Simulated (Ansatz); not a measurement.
# CH6AlFOSi: the cost of one run

Computed with Ansatz 0.2.0, driven from Python. Level of theory: B3LYP/def2-SVP.

### Step 1. The structure

Bond lengths: F1–C2 1.317 Å, C2–Al3 1.986 Å, Al3–O4 1.776 Å, O4–Si5 1.696 Å, C2–H6 1.126 Å, C2–H7 1.108 Å, Al3–H8 1.657 Å, Si5–H9 1.416 Å, Si5–H10 1.499 Å, Si5–H11 1.454 Å. Angles (14 of 16 angles, heavy atoms first): F1–C2–Al3 107.9°, C2–Al3–O4 123.1°, Al3–O4–Si5 108.9°, F1–C2–H6 110.0°, F1–C2–H7 110.6°, Al3–C2–H6 110.1°, Al3–C2–H7 109.6°, C2–Al3–H8 118.6°, O4–Al3–H8 118.1°, O4–Si5–H9 111.2°, O4–Si5–H10 109.5°, O4–Si5–H11 107.7°, H6–C2–H7 108.7°, H9–Si5–H10 108.3°.

The script holds or builds the structure itself.

### Step 2. The code

The input, torsion.py:

```python
"""Energy of CH6AlFOSi as one group turns about a bond."""

import ansatz as az
from ase import Atoms

BASIS_SET = "def2-SVP"
XC = "b3lyp"
FMAX = 0.02


def main() -> None:
    atoms = Atoms(["F", "C", "Al", "O", "Si", "H", "H", "H", "H", "H", "H"], positions=[
        [-1.5713, 0.5481, 1.6352],
        [-0.3753, 0.1402, 2.0075],
        [0.4136, -0.8932, 0.5057],
        [-0.3915, -1.0894, -1.0656],
        [-0.0305, 0.2512, -2.0393],
        [0.2753, 1.0265, 2.25],
        [-0.4446, -0.5048, 2.9055],
        [1.9451, -1.5009, 0.6799],
        [-0.7246, 0.1897, -3.2716],
        [-0.4385, 1.5082, -1.3329],
        [1.4076, 0.2673, -2.2538],
    ])

    # relax first, so that the scan starts from a minimum
    first = (
        az.Crystal.molecule_from_ase(atoms).calculation()
        .basis(gaussian=BASIS_SET)
        .functional(XC)
        .relax(force_tolerance=FMAX, max_steps=80)
    )
    atoms.positions = first.run(threads=1, pin="off").report["positions_ang"]

    start = atoms.get_dihedral(3, 2, 1, 0)
    energies = {}
    for turn in range(0, 360, 40):
        turned = atoms.copy()
        turned.set_dihedral(3, 2, 1, 0, start + turn, indices=[0, 1, 5, 6])
        calc = az.Crystal.molecule_from_ase(turned).calculation().basis(gaussian=BASIS_SET).functional(XC)
        energies[round((start + turn) % 360)] = calc.run(threads=1, pin="off").report["free_energy_ev"]
    floor = min(energies.values())
    print("dihedral O3-Al2-C1-F0 (deg)   E - E(min) (eV)")
    for angle, e in sorted(energies.items()):
        print(f"{angle:8d} {(e - floor):14.3f}  " + "#" * int(30 * (e - floor) / max(max(energies.values()) - floor, 1e-9)))


if __name__ == "__main__":
    main()
```

### Step 3. What the engine is handed

The package turns the script's settings into the engine's input (first run):

```yaml
crystal:
  periodic: [false, false, false]
  atoms:
    - { symbol: F, position_ang: [-1.5713, 0.5481, 1.6352] }
    - { symbol: C, position_ang: [-0.3753, 0.1402, 2.0075] }
    - { symbol: Al, position_ang: [0.4136, -0.8932, 0.5057] }
    - { symbol: O, position_ang: [-0.3915, -1.0894, -1.0656] }
    - { symbol: Si, position_ang: [-0.0305, 0.2512, -2.0393] }
    - { symbol: H, position_ang: [0.2753, 1.0265, 2.25] }
    - { symbol: H, position_ang: [-0.4446, -0.5048, 2.9055] }
    - { symbol: H, position_ang: [1.9451, -1.5009, 0.6799] }
    - { symbol: H, position_ang: [-0.7246, 0.1897, -3.2716] }
    - { symbol: H, position_ang: [-0.4385, 1.5082, -1.3329] }
    - { symbol: H, position_ang: [1.4076, 0.2673, -2.2538] }
basis:
  gaussian:
    orbitals: def2-SVP
hamiltonian:
  xc: b3lyp
relax:
  f_tol: 0.02
  max_steps: 80
```

### Step 4. Launch

Launch:

```sh
$ python torsion.py
```

Q: Estimate wall time and peak memory on 1 thread of Arm Neoverse V2, shared host.

About 2.3 min, with a peak of 0.31 GiB.
